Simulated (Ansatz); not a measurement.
# GaCF+ (doublet): from Hartree-Fock to the top rungs, cc-pVDZ

An exercise on one series of results from a longer session: the logs are not shown, and one member is left open.

Computed with Ansatz 0.2.0, Gaussian basis. Level: cc-pVDZ, core rule «outside noble gas», up to 16 orbitals frozen.

Plan: UHF; CCSD(T) on ROHF; CCSD(T) on UHF; BCCD(T) on ROHF; CISD as a restricted active space (open shells left free, so some higher excitations enter); CCSDT(Q) on ROHF; CCSDT(Q) on UHF.

11 further runs of the same task are left out: 7 for a known fault of the program, 4 set aside as unsound or not needed. Runs told in other sessions of the task aren't counted.

## The geometry

The geometry is a PBE0/def2-TZVP stationary point (not a proven minimum) of the parent state, kept for this charge and spin. No spin-orbit coupling is included. The filled d shell of Ga may be among the frozen orbitals whatever the setting's name suggests.

3 atoms, charge 1, spin multiplicity 2.

Atoms are counted from 1 here; the program's logs count them from 0.

Bond lengths: C1–Ga2 1.921 Å, Ga2–F3 1.736 Å. Angles: C1–Ga2–F3 180.0°.

Geometry (Å):

```
C     0.00000    0.00000    1.85960
Ga    0.00000    0.00000   -0.06160
F     0.00000    0.00000   -1.79800
```

The first run:

in.yaml

```yaml
crystal:
  periodic: [false, false, false]
  atoms:
    - {symbol: C, position_ang: [0.000000, 0.000000, 1.859600]}
    - {symbol: Ga, position_ang: [0.000000, 0.000000, -0.061600]}
    - {symbol: F, position_ang: [0.000000, 0.000000, -1.798000]}
basis:
  gaussian: {orbitals: cc-pVDZ}
total_charge: 1
magnetization: {spin_polarized: true, initial_magnetization: 1}
hamiltonian: {xc: hf}
output: {orbitals: {seedname: orbitals}}
```

Command:

```
$ ansatz run in.yaml --threads 1 --pin off --events-out ev --progress --plain --max-ram 4096MiB --backend cpu
```

Among the steps run: UHF; CCSD(T) on ROHF; CCSD(T) on UHF; BCCD(T) on ROHF; CISD as a restricted active space (open shells left free, so some higher excitations enter); CCSDT(Q) on ROHF; CCSDT(Q) on UHF.

One table of the session follows, with a row left open; its other results are not shown here.

| method | from UCCSDT(Q) (kJ/mol) |
| --- | --- |
| ROHF | +908.6 |
| UHF | ? |
| RMP2 | +100.9 |
| UMP2 | +103.1 |
| RCCSD | +30.4 |
| UCCSD | +31.7 |
| RCCSD(T) | +6.7 |
| UCCSD(T) | +7.9 |
| BCCD(T) | +6.1 |
| RCCSDT | +2.8 |
| UCCSDT | +3.3 |
| RCCSDT(Q) | +0.8 |
| UCCSDT(Q) | 0 |

**Question.** Estimate the row for UHF.

As computed: from UCCSDT(Q) (kJ/mol): +867.7. In the column «from UCCSDT(Q) (kJ/mol)» it lies between UMP2 (+103.1) and ROHF (+908.6).

Not comparable, so not listed: CISD as a restricted active space (open shells left free, so some higher excitations enter) (they don't share determinant, frozen orbitals or solution with the rows shown, or repeat one).

Limits of these values: The determinant of HF (⟨S²⟩ 1.39) is far from a pure spin state, so its energy mixes those of several spin states; that is harmless only where they are near-degenerate. The determinant of CCSD(T) (⟨S²⟩ 1.39) is far from a pure spin state, so its energy mixes those of several spin states; high orders of coupled cluster remove much of that, low ones don't. The determinant of CCSDT(Q) (⟨S²⟩ 1.39) is far from a pure spin state, so its energy mixes those of several spin states; high orders of coupled cluster remove much of that, low ones don't. Restricted and unrestricted rows rest on different reference determinants; a gap between their highest levels can come from leftover correlation error, from unlike frozen cores or from another state.
